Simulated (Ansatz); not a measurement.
**MgCd3Te4: a trial structure relaxed**

The task: take a trial cell of MgCd3Te4 to zero force and stress.

Method: DFT PBE, scalar-relativistic, plane waves, PAW, in Ansatz 0.2.0.

## Step 1: The system as given

Symmetry: P-43m, No. 215, cubic system. The conventional cell has a = 6.103 Å, b = 6.103 Å, c = 6.103 Å, α = 90.00°, β = 90.00°, γ = 90.00°. Mg (site symmetry -43m) is surrounded by 4 Te at 2.64 Å. Cd (site symmetry -42m) is surrounded by 4 Te at 2.64 Å. Around Te (site symmetry 3m) lie 3 Cd at 2.64 Å and 1 Mg at 2.64 Å.

As a file:

```cif
data_structure
_symmetry_space_group_name_H-M 'P-43m'
_symmetry_Int_Tables_number 215
_cell_length_a 6.1025
_cell_length_b 6.1025
_cell_length_c 6.1025
_cell_angle_alpha 90.000
_cell_angle_beta 90.000
_cell_angle_gamma 90.000
_cell_volume 227.26
loop_
_atom_site_label
_atom_site_type_symbol
_atom_site_symmetry_multiplicity
_atom_site_Wyckoff_symbol
_atom_site_fract_x
_atom_site_fract_y
_atom_site_fract_z
_atom_site_occupancy
Mg1 Mg 1 b 0.50000 0.50000 0.50000 1
Cd1 Cd 3 d 0.00000 0.00000 0.50000 1
Te1 Te 4 e 0.75000 0.75000 0.75000 1
```

The start is an ordering of an alloy on its end members' structure types: elements ordered on the sites of the CdTe type, Cd/Mg on Cd (P-43m, No. 215).

## Step 2: The guess as it stands, on a coarse mesh

Contents of input.yaml:

```yaml
crystal:
  lattice:
    - [6.10252661, 0.0, 0.0]
    - [0.0, 6.10252661, 0.0]
    - [0.0, 0.0, 6.10252661]
  atoms:
    - { symbol: Mg, position: [0.5, 0.5, 0.5] }
    - { symbol: Cd, position: [0.0, 0.0, 0.5] }
    - { symbol: Cd, position: [0.0, 0.5, 0.0] }
    - { symbol: Cd, position: [0.5, 0.0, 0.0] }
    - { symbol: Te, position: [0.75, 0.75, 0.75] }
    - { symbol: Te, position: [0.75, 0.25, 0.25] }
    - { symbol: Te, position: [0.25, 0.75, 0.25] }
    - { symbol: Te, position: [0.25, 0.25, 0.75] }
basis:
  ecutwfc: 420
kpoints:
  mp_grid: { grid: [4, 4, 4] }
hamiltonian:
  xc: pbe
scf:
  occupations: { method: gaussian, width: 0.1 }
  lower_state_search: "off"
output:
  forces: true
  stress: true
  eigenvalues: true
```

Started as:

```console
> ansatz run input.yaml --threads 1 --pin off --max-ram 2560MiB --backend cpu --events-out ev --progress --plain --runs-dir out
```

The session goes on with these runs: rough relaxation on the coarse mesh; relaxation on the finer mesh.

Before running it: what results should come out? Wanted: conventional cell; volume; energy over the elements; gap on the mesh.

The runs gave:

| quantity | value |
| --- | --- |
| symmetry at the end (tolerance 0.02 Å) | space group P-43m (No. 215) |
| conventional cell | a = 6.591 Å, b = 6.591 Å, c = 6.591 Å, α = 90.00°, β = 90.00°, γ = 90.00° |
| volume | 35.79 Å³/atom |
| energy over the elements | -0.57 eV/atom |
| gap on the mesh | 1.00 eV |

**Reading.** The space group P-43m (No. 215) is kept, and the volume per atom grows by 26.0 % from the first guess. A negative formation energy is needed for stability but isn't enough; other structures and compounds were not set against it here. No finished test with a distortion of lower symmetry is shown, so the end may be a saddle point. Spin-orbit coupling is left out, which matters for the bands of Te.
